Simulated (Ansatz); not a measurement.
BiTe:

```
Bi Te
1.0
     0.00000    3.23500    3.23500
     3.23500    0.00000    3.23500
     3.23500    3.23500    0.00000
Bi Te
1 1
Direct
  0.00000 0.00000 0.00000
  0.50000 0.50000 0.50000
```

Below is the output of Ansatz 0.2.0 for this cell. Logs are shortened: lines on timing, memory, paths and dates and some standing lists are left out, and cuts for length are marked.

```text
Warning: RAYON_NUM_THREADS=1 ignored (pool sized by the plan → 1); use --threads N
The last accepted step is kept in <dir> (removed where the run ends without a failure and the disk answers)
LAPW: plane waves up to 7.101 Å⁻¹, error target 1.0e-3 eV per atom; small_component_spin mean_spin; Te in spheres of 1.539 Å, 24 of its electrons in bands, Dirac shells []; Bi in spheres of 1.599 Å, 37 of its electrons in bands, Dirac shells [] (how accurate: hamiltonian.pseudopotentials.lapw.basis_error, Limitations)
Engine: ansatz 0.2.0, aarch64-unknown-linux-gnu
Pseudopotentials: kind: all_electron
Pseudopotential: Bi, LAPW, valence charge 37, lapw/all_electron/scalar/gaussian/Bi, Koelling and Harmon's equation, gaussian nucleus
Pseudopotential: Te, LAPW, valence charge 24, lapw/all_electron/scalar/gaussian/Te, Koelling and Harmon's equation, gaussian nucleus
Functional definition: PBEsol
  exchange = pbesol_x
  correlation = pbesol_c
Crystal: 2 atoms, lattice volume = 67.710 Å³
Basis set: ecut = 192.12850226822377 eV, 411 PW (Γ), exchange–correlation at level 2
Bands: 37, of which v1, the nominal top of the filled ones, is band 31 counted from 1 (30 counted from 0)
Symmetry: 48 space group operations
Space group: Fm-3m (ITA 225), of the structure as read, at distance tolerance 4.1e-5 Å
k-points: 20 of 343
Non-local potential: Bi, projectors of the file, none
Non-local potential: Te, projectors of the file, none
Initial density: superposition of atomic densities (chi_scale 0.1, normalization cell, long waves kept (reshape's long-wave potential 0.00 eV rms))
Initial wavefunctions: plane waves of lowest kinetic energy (no species holds an atomic orbital)
Functional: x = pbesol(κ = 0.804, μ = 0.12345679012345678), c = pbesol(β = 0.046)
iter 1 solved again at ethr=1.93e-4 eV; its pass at ethr=1.00e-1 eV (dr2=1.17e-1 eV) is discarded
SCF iter   1: F=—  HF=-770357.568156 eV  |F-HF|=—  |Δ(HF+E_count)|=         —  Δρ=9.68e-3  dr2=1.18e-1  ethr=1.93e-4  ⟨swp⟩=2.9  Hψ=4657  notcnv=0
preconditioner: auto → LDOS  [metal: Δε(μ)=0.054 eV  Ē_g=10.917 eV  σ=0.050 eV  W_gap=0.26  n_scr=14 (ndim 8)  ℏωp=15.0 eV  f_vac=0.112  D(μ)=2.67/eV (n_scr^D=14)  β→1.0]
SCF iter   2: F=—  HF=-770357.542773 eV  |F-HF|=—  |Δ(HF+E_count)|=   2.54e-2  Δρ=3.38e-3  dr2=1.79e-2  ethr=1.93e-4  ⟨swp⟩=2.0  Hψ=2216  notcnv=0
[... 48 lines left out ...]
iter 1 solved again at ethr=1.10e-10 eV; its pass at ethr=1.00e-1 eV (dr2=6.68e-8 eV) is discarded
SCF iter   1: F=—  HF=-770357.476147 eV  |F-HF|=—  |Δ(HF+E_count)|=         —  Δρ=4.11e-6  dr2=9.27e-9  ethr=1.10e-10  ⟨swp⟩=7.0  Hψ=4453  notcnv=0
SCF iter   2: F=-770357.476147 eV  HF=-770357.476147 eV  |F-HF|=3.02e-8  |Δ(HF+E_count)|=   2.76e-8  Δρ=9.79e-7  dr2=9.72e-10  ethr=1.52e-11  ⟨swp⟩=3.0  Hψ=2276  notcnv=0
SCF 5 converged in 2 iterations: F = -770357.476147 eV  dr2 = 9.72e-10
relax step   5: F+E_penalty+E_count = -770357.47614700 eV  Δ(F+E_penalty+E_count) = -8.112e-7 eV  max|allowed force component| = 5.506e-31 eV/Å  Δτ_max = 0.0000 Å  P = +4.968 GPa  Ω = 60.676 Å³  stress off target by 3.16e-2 GPa  SCF on the basis re-selected at this cell (its energy is not comparable with the rows above)  (2 SCF iters)
basis re-selected at this cell: Δ(F+E_penalty+E_count) = -8.112e-7 eV, ΔP = -0.000 GPa vs the last step (what re-selecting the basis moved, after the strain that the cell walked since its last selection, with what the two solves' SCF thresholds leave and, on support functions, any second-order correction that the steps lacked; it is no measure of the basis error at this ecutwfc). This SCF's stress stands 3.16e-2 GPa from its target on what of the cell is left free (relax.cell.stress_tol is 5.00e-2 GPa) and its largest allowed force component is 5.51e-31 eV/Å (relax.f_tol is 1.00e-2 eV/Å): within both
SCF converged after 2 iterations
Free energy (F): -770357.476147 eV
Harris-Foulkes:  -770357.476147 eV  (|F-HF|=3.02e-8)
Internal energy: -770357.455443 eV  (E = F + TS)
E sigma→0 (E₀):  -770357.465795 eV
Entropy (-TS):   -0.020704 eV (-10.352 meV/atom)
Fermi energy:    14.723439 eV
--- Per-component energies (eV) ---
  E_band       = -3697.423622
  E_kinetic    = 872951.466341
  E_xc         = -15362.742849
  E_electrostatic = -1627946.178936  (all electrons and nuclei)
  E_smearing   = -0.020704  (= −TS)
  E_closure    = 0.000000  (closes the sum)
  E_atoms      = -770349.614598  (free atoms, spherical and without spin; not in F)
  Σ components = -770357.476147   (vs F -770357.476147, Δ=0.00e0)
  Basis errors (estimates in eV, not in F): energy 4.0e-4 per atom: plane waves 3.9e-4 (2.2e-4 summed), levels above the bands 4.8e-55, relativity 9.8e-9, radial functions 9.6e-6, core shells 3.1e-8; eigenvalues (radial functions only) 1.8e-6; not estimated: angular momenta, meshes, grids; target (lapw.basis_error) 1.0e-3; muffin-tin radii Te 1.484 Å, Bi 1.541 Å
--- Forces (eV/Å), atoms counted from 1 ---
  atom   1  Bi    -0.00000000    -0.00000000    -0.00000000
  atom   2  Te     0.00000000    -0.00000000    -0.00000000
  max |Σ_I F_I| component: 1.00e-30 eV/Å
--- Stress (GPa, compression-positive) ---
        4.968432      -0.000000      -0.000000
       -0.000000       4.968432      -0.000000
       -0.000000      -0.000000       4.968432
  P = ⅓ Tr σ = 4.9684 GPa (49.684 kbar)
--- Relaxed structure (4 steps of the walk, 4 accepted, 1 SCFs on fresh bases) ---
  F+E_penalty+E_count = -770357.47614700 eV   max|allowed force component| = 5.506e-31 eV/Å   (the final SCF, on the basis selected at the relaxed cell)
  cell:  # Å, volume = 60.6763 Å³
    - [-2.4839938660366e-33, 3.1188637458388357, 3.1188637458388357]
    - [3.1188637458388357, -6.114446439474708e-34, 3.1188637458388357]
    - [3.1188637458388357, 3.1188637458388357, -1.4012273090462863e-34]
  atoms:
    - { symbol: Bi, position: [2.6046193220074976e-35, -2.2325308474349942e-35, -2.2325308474350396e-35] }
    - { symbol: Te, position: [0.5, 0.5, 0.5] }
```

Question: Write the input and the command behind it.

Answer: Relaxation of cell and atoms with PBEsol, no spin polarisation. The files as run (others can give the same):

input.yaml
```yaml
crystal:
  lattice:
    - [0.0, 3.235, 3.235]
    - [3.235, 0.0, 3.235]
    - [3.235, 3.235, 0.0]
  atoms:
    - { symbol: Bi, position: [0.0, 0.0, 0.0] }
    - { symbol: Te, position: [0.5, 0.5, 0.5] }
kpoints:
  mp_grid: { grid: [7, 7, 7] }
scf:
  occupations: { method: fermi_dirac, width: 0.05 }
hamiltonian:
  xc: pbesol
  pseudopotentials: { kind: all_electron, lapw: { basis_error: 0.001 } }
output:
  forces: true
  stress: true
relax:
  f_tol: 0.01
  max_steps: 60
  cell: { p_target: 5 }
```

Potentials or basis: all-electron LAPW, scalar-relativistic.
The run is started by
```console
$ ansatz run input.yaml --threads 1 --pin off --max-ram 3072MiB --backend cpu --events-out ev --progress --plain --runs-dir out
```

Caveat: spin-orbit coupling is left out, which moves the levels of the heavy elements.
